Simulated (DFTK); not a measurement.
# HPbNO4 (P1) in DFTK: a series of runs

The runs below take HPbNO4 through single point, with PBE, LDA.

Program: DFTK 0.8.2. These are calculated values, not measurements. Logs are shortened: lines on timing, memory, paths and dates and some standing lists are left out, and cuts for length are marked.

## 1. The crystal as given

The typed cell holds 7 atoms: a = 4.275 Å, b = 5.609 Å, c = 5.670 Å, α = 100.02°, β = 111.92°, γ = 111.82°.

The cell was built by a generator and needn't be a form met in nature.

## 2. Single point, PBE

run.jl reads:

```julia
using DFTK
using PseudoPotentialData
using Unitful, UnitfulAtomic
using LinearAlgebra, Printf
include("save.jl")
setup_threading()

# lattice vectors are the columns
lattice = austrip(1u"Å") * [       4.27531       -2.08399       -2.12377;
                  -0.0004        5.20775       -1.86574;
                  0.00636       -0.04907        4.91491]
symbols   = [:H, :Pb, :N, :O, :O, :O, :O]
positions = [[0.99073, 0.0333, 0.90994],
             [0.50274, 0.81989, 0.14287],
             [0.00838, 0.47408, 0.50265],
             [0.99816, 0.92741, 0.02877],
             [0.19467, 0.73435, 0.60852],
             [0.81673, 0.35882, 0.24556],
             [0.01381, 0.33121, 0.65217]]
pseudopotentials = PseudoFamily("dojo.nc.sr.pbe.v0_4_1.standard.upf")
elements = Dict(s => ElementPsp(s, pseudopotentials) for s in unique(symbols))
atoms    = [elements[s] for s in symbols]

build_model(lattice, positions; symmetries=true) =
    model_DFT(lattice, atoms, positions;
              functionals=PBE(),
              temperature=austrip(0.1u"eV"),
              smearing=Smearing.MethfesselPaxton(1),
              symmetries)
Ecut  = 42.0  # hartree
kgrid = [4, 3, 3]
tol   = 1e-6
to_GPa = ustrip(uconvert(u"GPa", 1u"hartree/bohr^3"))

model = build_model(lattice, positions)
basis = PlaneWaveBasis(model; Ecut, kgrid)
display(basis)
scfres = self_consistent_field(basis;
                               tol,
                               nbandsalg=AdaptiveBands(model; n_bands_converge=28))
display(scfres.energies)
@printf "Fermi level: %.6f eV\n" ustrip(auconvert(u"eV", something(scfres.εF, NaN)))
forces = compute_forces_cart(scfres)
println("Forces (eV/Å)")
for (s, f) in zip(symbols, forces)
    @printf "%-3s %12.6f %12.6f %12.6f\n" s ustrip.(auconvert.(u"eV/Å", f))...
end
stress = compute_stresses_cart(scfres)
println("Stress (GPa)")
display(round.(stress * to_GPa; digits=4))
println("Levels at the first k-point (eV): ", round.(ustrip.(auconvert.(u"eV", scfres.eigenvalues[1][1:scfres.n_bands_converge])); digits=4))
save_scf!(scfres; forces, stress)
```

Potentials or basis: dojo.nc.sr.pbe.v0_4_1.standard.upf (PBE).

On the command line:

```
julia --threads=4 run.jl  # save.jl only writes the numbers to a file and isn't shown; printed stress counts tension as positive; times include loading and compiling
```

Log:

```text
PlaneWaveBasis discretization:

    Ecut                 : 42.0 Ha
    fft_size             : (50, 64, 72), 230400 total points
    kgrid                : MonkhorstPack([4, 3, 3])
    num.   red. kpoints  : 36
    num. irred. kpoints  : 36

    Discretized Model(gga_x_pbe+gga_c_pbe, 3D):
        lattice (in Bohr)    : [8.07916   , -3.93817  , -4.01334  ]
                               [-0.00075589, 9.84122   , -3.52574  ]
                               [0.0120187 , -0.0927289, 9.28783   ]
        unit cell volume     : 736.44 Bohr³

        atoms                : HNO₄Pb
        pseudopot. family    : PseudoFamily("dojo.nc.sr.pbe.v0_4_1.standard.upf")

        num. electrons       : 44
        spin polarization    : none
        temperature          : 0.0036749 Ha
        smearing             : DFTK.Smearing.MethfesselPaxton(1)

        terms                : Kinetic()
                               AtomicLocal()
                               AtomicNonlocal()
                               Ewald(nothing)
                               PspCorrection()
                               Hartree()
                               Xc(gga_x_pbe, gga_c_pbe)
                               Entropy()
n     Energy            log10(ΔE)   log10(Δρ)   Diag   Δtime
---   ---------------   ---------   ---------   ----   ------
  1   -147.0287962125                   -0.27    6.6    21.5s
  2   -147.3145486153       -0.54       -0.61    3.0    12.9s
  3   -147.3502069232       -1.45       -0.98    3.0    14.2s
  4   -147.3568532190       -2.18       -1.46    2.0    9.76s
  5   -147.3572487657       -3.40       -1.86    1.0    6.79s
  6   -147.3573737254       -3.90       -2.37    2.0    8.27s
  7   -147.3573880291       -4.84       -2.94    3.4    8.97s
  8   -147.3573894611       -5.84       -3.19    3.6    11.1s
  9   -147.3573895625       -6.99       -3.79    1.5    6.49s
 10   -147.3573895855       -7.64       -4.12    4.0    9.48s
 11   -147.3573895905       -8.30       -4.66    2.0    7.76s
 12   -147.3573895913       -9.11       -5.16    3.2    11.0s
 13   -147.3573895914      -10.25       -5.68    2.4    10.0s
 14   -147.3573895914      -11.28       -6.23    3.3    11.2s
Energy breakdown (in Ha):
    Kinetic             86.1282029
    AtomicLocal         -142.4902958
    AtomicNonlocal      -25.6300251
    Ewald               -79.5997974
    PspCorrection       4.4732961
    Hartree             49.7220485
    Xc                  -39.9608188
    Entropy             0.0000000

    total               -147.357389591375
Fermi level: 1.239948 eV
Forces (eV/Å)
H       0.000192    -0.145301     0.111092
Pb     -0.000552    -0.031484     0.023320
N      -0.002114     0.003395    -0.009374
O       0.000996     0.166572    -0.128181
O       0.001328     0.026190     0.006013
O      -0.000236     0.004453    -0.022972
O       0.000891    -0.024075     0.020268
Stress (GPa)
3×3 StaticArraysCore.SMatrix{3, 3, Float64, 9} with indices SOneTo(3)×SOneTo(3):
 -0.1529  -0.0035  -0.006
 -0.0035   0.0834  -0.0987
 -0.006   -0.0987  -0.0084
Levels at the first k-point (eV): [-26.2057, -20.7102, -20.6891, -17.8443, -15.4398, -15.4347, -15.3525, -15.3279, -15.1488, -10.2047, -8.1635, -7.8413, -7.7155, -6.44, -3.5004, -3.4078, -2.7688, -2.4629, -2.2519, -2.2352, -1.1556, -0.5914, 3.1227, 4.2901, 5.0127, 5.7765, 7.2188, 8.7171]
```

Wall time 7.2 min (4 threads of Intel Xeon 6975P-C (Granite Rapids), shared host); peak memory 4.3 GiB.

What came out:

```yaml
Free_energy: -4009.7988 eV
Pressure: 0.0 GPa
Largest_force: 0.210 eV/Å
Band_gap_on_the_k_mesh: 2.83 eV, indirect (least direct gap 3.15 eV)
```

Forces on the atoms (eV/Å):
```
H    0.000 -0.145  0.111
Pb  -0.001 -0.031  0.023
N   -0.002  0.003 -0.009
O    0.001  0.167 -0.128
O    0.001  0.026  0.006
O    0.000  0.004 -0.023
O    0.001 -0.024  0.020
```

Levels at points of the mesh, in eV from the valence-band top:
```
            k point  band 19  band 20  band 21  band 22  band 23  band 24  band 25  band 26
 (0.00, 0.00, 0.00)    -2.07    -2.06    -0.98    -0.41     3.30     4.47     5.19     5.95
(-0.50, 0.00, 0.00)    -2.03    -1.14    -0.71     0.00     3.16     4.23     5.43     5.95
```

Caveat: the k mesh is coarse (spacing up to 0.45 Å⁻¹), so the values aren't converged; spin-orbit coupling is left out, which as a rule narrows the gap of such compounds by several tenths of an eV; an odd mesh through Γ misses points on the zone boundary, where band edges often lie.

## 3. Single point, PBE

run.jl: that of step 2 with these lines changed.

```diff
@@ -27,3 +27,3 @@
               temperature=austrip(0.1u"eV"),
-              smearing=Smearing.MethfesselPaxton(1),
+              smearing=Smearing.MethfesselPaxton(2),
               symmetries)
```

Potentials or basis: dojo.nc.sr.pbe.v0_4_1.standard.upf (PBE).

On the command line:

```
julia --threads=4 run.jl  # save.jl only writes the numbers to a file and isn't shown; printed stress counts tension as positive; times include loading and compiling
```

Log:

```text
PlaneWaveBasis discretization:

    Ecut                 : 42.0 Ha
    fft_size             : (50, 64, 72), 230400 total points
    kgrid                : MonkhorstPack([4, 3, 3])
    num.   red. kpoints  : 36
    num. irred. kpoints  : 36

    Discretized Model(gga_x_pbe+gga_c_pbe, 3D):
        lattice (in Bohr)    : [8.07916   , -3.93817  , -4.01334  ]
                               [-0.00075589, 9.84122   , -3.52574  ]
                               [0.0120187 , -0.0927289, 9.28783   ]
        unit cell volume     : 736.44 Bohr³

        atoms                : HNO₄Pb
        pseudopot. family    : PseudoFamily("dojo.nc.sr.pbe.v0_4_1.standard.upf")

        num. electrons       : 44
        spin polarization    : none
        temperature          : 0.0036749 Ha
        smearing             : DFTK.Smearing.MethfesselPaxton(2)

        terms                : Kinetic()
                               AtomicLocal()
                               AtomicNonlocal()
                               Ewald(nothing)
                               PspCorrection()
                               Hartree()
                               Xc(gga_x_pbe, gga_c_pbe)
                               Entropy()
n     Energy            log10(ΔE)   log10(Δρ)   Diag   Δtime
---   ---------------   ---------   ---------   ----   ------
  1   -147.0287812287                   -0.27    6.6    22.3s
  2   -147.3145522402       -0.54       -0.61    3.0    13.6s
  3   -147.3502075148       -1.45       -0.98    3.0    13.4s
  4   -147.3568533414       -2.18       -1.46    2.0    9.53s
  5   -147.3572488297       -3.40       -1.86    1.0    6.66s
  6   -147.3573738424       -3.90       -2.37    2.0    8.61s
  7   -147.3573880256       -4.85       -2.94    3.4    9.30s
  8   -147.3573894620       -5.84       -3.19    3.5    10.1s
  9   -147.3573895631       -7.00       -3.79    1.5    7.00s
 10   -147.3573895856       -7.65       -4.12    4.0    10.3s
 11   -147.3573895906       -8.31       -4.67    2.1    8.41s
 12   -147.3573895913       -9.13       -5.16    3.2    10.7s
 13   -147.3573895914      -10.26       -5.70    2.3    9.81s
 14   -147.3573895914      -11.29       -6.27    3.3    10.1s
Energy breakdown (in Ha):
    Kinetic             86.1282029
    AtomicLocal         -142.4902959
    AtomicNonlocal      -25.6300251
    Ewald               -79.5997974
    PspCorrection       4.4732961
    Hartree             49.7220486
    Xc                  -39.9608188
    Entropy             -0.0000000

    total               -147.357389591375
Fermi level: 1.239948 eV
Forces (eV/Å)
H       0.000192    -0.145301     0.111093
Pb     -0.000553    -0.031486     0.023321
N      -0.002114     0.003396    -0.009375
O       0.000996     0.166571    -0.128180
O       0.001328     0.026184     0.006010
O      -0.000236     0.004454    -0.022967
O       0.000891    -0.024072     0.020266
Stress (GPa)
3×3 StaticArraysCore.SMatrix{3, 3, Float64, 9} with indices SOneTo(3)×SOneTo(3):
 -0.1529  -0.0035  -0.006
 -0.0035   0.0834  -0.0987
 -0.006   -0.0987  -0.0084
Levels at the first k-point (eV): [-26.2057, -20.7102, -20.6891, -17.8443, -15.4398, -15.4347, -15.3525, -15.3279, -15.1488, -10.2047, -8.1635, -7.8413, -7.7155, -6.44, -3.5004, -3.4078, -2.7688, -2.4629, -2.2519, -2.2352, -1.1556, -0.5914, 3.1227, 4.2901, 5.0127, 5.7765, 7.2188, 8.7171]
```

Run time: 6.8 min. Hardware: 4 threads of Intel Xeon 6975P-C (Granite Rapids), shared host; peak memory 4.3 GiB.

What came out:

- Free energy: -4009.7988 eV
- Pressure: 0.0 GPa
- Largest force: 0.210 eV/Å
- Band gap on the k mesh: 2.83 eV, indirect (least direct gap 3.15 eV)

Forces on the atoms (eV/Å):
```
H    0.000 -0.145  0.111
Pb  -0.001 -0.031  0.023
N   -0.002  0.003 -0.009
O    0.001  0.167 -0.128
O    0.001  0.026  0.006
O    0.000  0.004 -0.023
O    0.001 -0.024  0.020
```

Stress tensor (GPa, compression positive):
```
 0.15  0.00  0.01
 0.00 -0.08  0.10
 0.01  0.10  0.01
```

Levels at points of the mesh, in eV from the valence-band top:
```
            k point  band 20  band 21  band 22  band 23  band 24  band 25
 (0.00, 0.00, 0.00)    -2.06    -0.98    -0.41     3.30     4.47     5.19
(-0.50, 0.00, 0.00)    -1.14    -0.71     0.00     3.16     4.23     5.43
```

Caveat: the k mesh is coarse (spacing up to 0.45 Å⁻¹), so the values aren't converged; spin-orbit coupling is left out, which as a rule narrows the gap of such compounds by several tenths of an eV; an odd mesh through Γ misses points on the zone boundary, where band edges often lie.

## 4. Single point, LDA

run.jl: that of step 3 with these lines changed.

```diff
@@ -19,4 +19,4 @@
              [0.01381, 0.33121, 0.65217]]
-pseudopotentials = PseudoFamily("dojo.nc.sr.pbe.v0_4_1.standard.upf")
-elements = Dict(s => ElementPsp(s, pseudopotentials) for s in unique(symbols))
+pseudopotentials = Dict(:H => "H.upf", :N => "N.upf", :O => "O.upf", :Pb => "Pb.upf")
+elements = Dict(s => ElementPsp(s, pseudopotentials; rcut=10.0) for s in unique(symbols))
 atoms    = [elements[s] for s in symbols]
@@ -25,7 +25,7 @@
     model_DFT(lattice, atoms, positions;
-              functionals=PBE(),
-              temperature=austrip(0.1u"eV"),
-              smearing=Smearing.MethfesselPaxton(2),
+              functionals=LDA(),
+              temperature=austrip(0.05u"eV"),
+              smearing=Smearing.FermiDirac(),
               symmetries)
-Ecut  = 42.0  # hartree
+Ecut  = 45.0  # hartree
 kgrid = [4, 3, 3]
```

Potentials or basis: SG15 1.2 (PBE).

On the command line:

```
julia --threads=4 run.jl  # save.jl only writes the numbers to a file and isn't shown; printed stress counts tension as positive; times include loading and compiling
```

Wall time 8.4 min (4 threads of Intel Xeon 6975P-C (Granite Rapids), shared host); peak memory 4.6 GiB.

The run converged. Its results:

| Quantity | Value |
| --- | --- |
| Free energy | -3546.9349 eV |
| Pressure | -3.4 GPa |
| Largest force | 0.672 eV/Å |
| Band gap on the k mesh | 2.83 eV, indirect (least direct gap 3.19 eV) |

Forces on the atoms (eV/Å):
```
H    0.000  0.384 -0.296
Pb   0.004  0.319 -0.249
N   -0.003 -0.054  0.033
O   -0.001 -0.540  0.400
O   -0.001 -0.006  0.128
O   -0.001 -0.123 -0.038
O    0.001  0.021  0.022
```

Stress tensor (GPa, compression positive):
```
-3.91  0.00 -0.01
 0.00 -2.98 -0.53
-0.01 -0.53 -3.32
```

Levels at points of the mesh, in eV from the valence-band top:
```
            k point  band 20  band 21  band 22  band 23  band 24  band 25
 (0.00, 0.00, 0.00)    -2.05    -0.98    -0.40     3.39     4.22     4.98
(-0.50, 0.00, 0.00)    -1.13    -0.77     0.00     3.23     3.98     5.20
```

Caveat: the k mesh is coarse (spacing up to 0.45 Å⁻¹), so the values aren't converged; the potentials were made for another functional, which shifts forces and pressure; spin-orbit coupling is left out, which as a rule narrows the gap of such compounds by several tenths of an eV; an odd mesh through Γ misses points on the zone boundary, where band edges often lie.

## 5. Single point, PBE

run.jl: that of step 4 with these lines changed.

```diff
@@ -25,3 +25,3 @@
     model_DFT(lattice, atoms, positions;
-              functionals=LDA(),
+              functionals=PBE(),
               temperature=austrip(0.05u"eV"),
```

Potentials or basis: SG15 1.2 (PBE).

On the command line:

```
julia --threads=4 run.jl  # save.jl only writes the numbers to a file and isn't shown; printed stress counts tension as positive; times include loading and compiling
```

Log:

```text
PlaneWaveBasis discretization:

    Ecut                 : 45.0 Ha
    fft_size             : (54, 72, 72), 279936 total points
    kgrid                : MonkhorstPack([4, 3, 3])
    num.   red. kpoints  : 36
    num. irred. kpoints  : 36

    Discretized Model(gga_x_pbe+gga_c_pbe, 3D):
        lattice (in Bohr)    : [8.07916   , -3.93817  , -4.01334  ]
                               [-0.00075589, 9.84122   , -3.52574  ]
                               [0.0120187 , -0.0927289, 9.28783   ]
        unit cell volume     : 736.44 Bohr³

        atoms                : HNO₄Pb
        atom potentials      : ElementPsp(:H, "H.upf")
                               ElementPsp(:Pb, "Pb.upf")
                               ElementPsp(:N, "N.upf")
                               ElementPsp(:O, "O.upf")
                               ElementPsp(:O, "O.upf")
                               ElementPsp(:O, "O.upf")
                               ElementPsp(:O, "O.upf")

        num. electrons       : 44
        spin polarization    : none
        temperature          : 0.0018375 Ha
        smearing             : DFTK.Smearing.FermiDirac()

        terms                : Kinetic()
                               AtomicLocal()
                               AtomicNonlocal()
                               Ewald(nothing)
                               PspCorrection()
                               Hartree()
                               Xc(gga_x_pbe, gga_c_pbe)
                               Entropy()
n     Energy            log10(ΔE)   log10(Δρ)   Diag   Δtime
---   ---------------   ---------   ---------   ----   ------
  1   -130.4450733409                   -0.27    6.7    22.3s
  2   -130.7335294329       -0.54       -0.60    3.0    12.7s
  3   -130.7701399411       -1.44       -0.96    3.0    11.8s
  4   -130.7771601200       -2.15       -1.45    2.0    10.4s
  5   -130.7775481882       -3.41       -1.82    1.0    7.45s
  6   -130.7776944447       -3.83       -2.32    2.0    8.37s
  7   -130.7777099838       -4.81       -2.85    3.0    9.31s
  8   -130.7777122302       -5.65       -3.14    3.8    11.2s
  9   -130.7777123595       -6.89       -3.72    1.7    7.64s
 10   -130.7777123889       -7.53       -4.00    3.7    10.3s
 11   -130.7777123970       -8.09       -4.50    1.4    8.08s
 12   -130.7777123985       -8.82       -4.97    3.4    10.3s
 13   -130.7777123986      -10.10       -5.44    2.1    9.09s
 14   -130.7777123986      -10.91       -5.83    3.2    9.85s
 15   -130.7777123986      -11.58       -6.53    2.4    10.1s
Energy breakdown (in Ha):
    Kinetic             79.9742962
    AtomicLocal         -136.0838755
    AtomicNonlocal      -23.8179668
    Ewald               -79.5997974
    PspCorrection       5.6315601
    Hartree             46.9449052
    Xc                  -23.8268342
    Entropy             -0.0000000

    total               -130.777712398573
Fermi level: 0.778763 eV
Forces (eV/Å)
H       0.000169    -0.058002     0.044846
Pb     -0.000392    -0.017961     0.012780
N       0.005192     0.007155    -0.006248
O      -0.003395     0.056174    -0.056399
O      -0.005839     0.093336     0.032426
O       0.017757    -0.009831    -0.101750
O      -0.017118    -0.091747     0.052820
Stress (GPa)
3×3 StaticArraysCore.SMatrix{3, 3, Float64, 9} with indices SOneTo(3)×SOneTo(3):
 -0.0772  -0.0067  -0.0115
 -0.0067  -0.2242  -0.0255
 -0.0115  -0.0255  -0.2792
Levels at the first k-point (eV): [-26.6547, -21.1724, -21.1513, -18.3199, -15.9617, -15.9556, -15.8482, -15.8323, -15.6459, -10.65, -8.6221, -8.2856, -8.159, -6.9006, -3.9561, -3.867, -3.2273, -2.9216, -2.7109, -2.6939, -1.6211, -1.0556, 2.6657, 3.8208, 4.5424, 5.3223, 6.75, 8.2595]
```

It took 8.3 min on 4 threads of Intel Xeon 6975P-C (Granite Rapids), shared host; peak memory 4.5 GiB.

Results:

| Property | Result |
| --- | --- |
| Free energy | -3558.6428 eV |
| Pressure | 0.2 GPa |
| Largest force | 0.107 eV/Å |
| Band gap on the k mesh | 2.84 eV, indirect (least direct gap 3.15 eV) |

Forces in eV/Å, atoms in the order of the input:
```
H    0.000 -0.058  0.045
Pb   0.000 -0.018  0.013
N    0.005  0.007 -0.006
O   -0.003  0.056 -0.056
O   -0.006  0.093  0.032
O    0.018 -0.010 -0.102
O   -0.017 -0.092  0.053
```

Stress tensor (GPa, compression positive):
```
0.08 0.01 0.01
0.01 0.22 0.03
0.01 0.03 0.28
```

Levels at points of the mesh, in eV from the valence-band top:
```tsv
k point	band 19	band 20	band 21	band 22	band 23	band 24	band 25	band 26
(0.00, 0.00, 0.00)	-2.07	-2.05	-0.98	-0.42	3.31	4.46	5.18	5.96
(-0.50, 0.00, 0.00)	-2.03	-1.14	-0.72	0.00	3.16	4.23	5.42	5.94
```

Caveat: the k mesh is coarse (spacing up to 0.45 Å⁻¹), so the values aren't converged; the real-space grid adds noise to forces; spin-orbit coupling is left out, which as a rule narrows the gap of such compounds by several tenths of an eV; an odd mesh through Γ misses points on the zone boundary, where band edges often lie.

## 6. The runs side by side

| level | potentials or basis | cutoff (eV) | smearing | gap on the mesh (eV) | pressure (GPa) | largest force (eV/Å) |
| --- | --- | --- | --- | --- | --- | --- |
| PBE | dojo.nc.sr.pbe.v0_4_1.standard.upf (PBE) | 1143 | methfessel-paxton order 1 0.1 eV | 2.83 | 0.0 | 0.21 |
| PBE | dojo.nc.sr.pbe.v0_4_1.standard.upf (PBE) | 1143 | methfessel-paxton order 2 0.1 eV | 2.83 | 0.0 | 0.21 |
| LDA | SG15 1.2 (PBE) | 1225 | fermi-dirac 0.05 eV | 2.83 | -3.4 | 0.67 |
| PBE | SG15 1.2 (PBE) | 1225 | fermi-dirac 0.05 eV | 2.84 | 0.2 | 0.11 |

Alike in all rows: task single point; no spin polarisation; cell as given; k mesh 4 × 3 × 3; the mesh is coarse, so values aren't converged.

Caveats: all runs use coarse meshes; spin-orbit coupling is left out, which as a rule narrows the gap of such compounds by several tenths of an eV; an odd mesh through Γ misses points on the zone boundary, where band edges often lie; the potentials were made for another functional, which shifts forces and pressure (some runs); the real-space grid adds noise to forces (some runs).

Absolute energies hang on the potentials; compare differences alone.
